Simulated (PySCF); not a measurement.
# C3H7AlO: the cost of one run

The runs use PySCF 2.14.0, with density-fitted response routines of our own; the level of theory stands in each step. All values are computed, except where a source is named. Atoms are numbered from 0 throughout.

## (1) The molecule as given

12 atoms, charge 0, multiplicity 1; geometry from: PBE0-D3(BJ)/def2-SVP.

Bonds of the start (Å): C0–C1 1.34, C1–Al2 1.94, Al2–O3 1.70, O3–C4 1.39, C0–H5 1.10, C0–H6 1.10, C1–H7 1.10, Al2–H8 1.59, C4–H9 1.10, C4–H10 1.10, C4–H11 1.11.

## (2) X-ray photoelectron lines: SCAN, X2C

What the job is given:

```
{"job": {"kind": "xps"}, "charge": 0, "multiplicity": 1}
C     -2.917961     0.006023    -0.184981
C     -1.699283    -0.341981    -0.628909
Al    -0.127032     0.221622     0.349513
O      1.406025    -0.205954    -0.241275
C      2.749137    -0.066269     0.070951
H     -3.845153    -0.283746    -0.696630
H     -3.054349     0.605829     0.724998
H     -1.650229    -0.943646    -1.546789
H     -0.257325     1.072956     1.685282
H      3.221252    -1.053275     0.225003
H      3.293078     0.429578    -0.753004
H      2.921558     0.530391     0.987634
```

With the program's defaults for keys left out, this is: delta-SCF UKS SCAN, pcX-2 on the ionised atom, pcseg-1 elsewhere, spin-free X2C.

Run with:

```bash
OMP_NUM_THREADS=1 python probes_run.py task.json out
```

The driver reads the jobs from task.json and runs them one after another.

**Question.** How long does this first job take on 1 thread of Arm Neoverse V1, shared host, and how much memory does it need?

About 34 s, with a peak of 0.48 GiB.
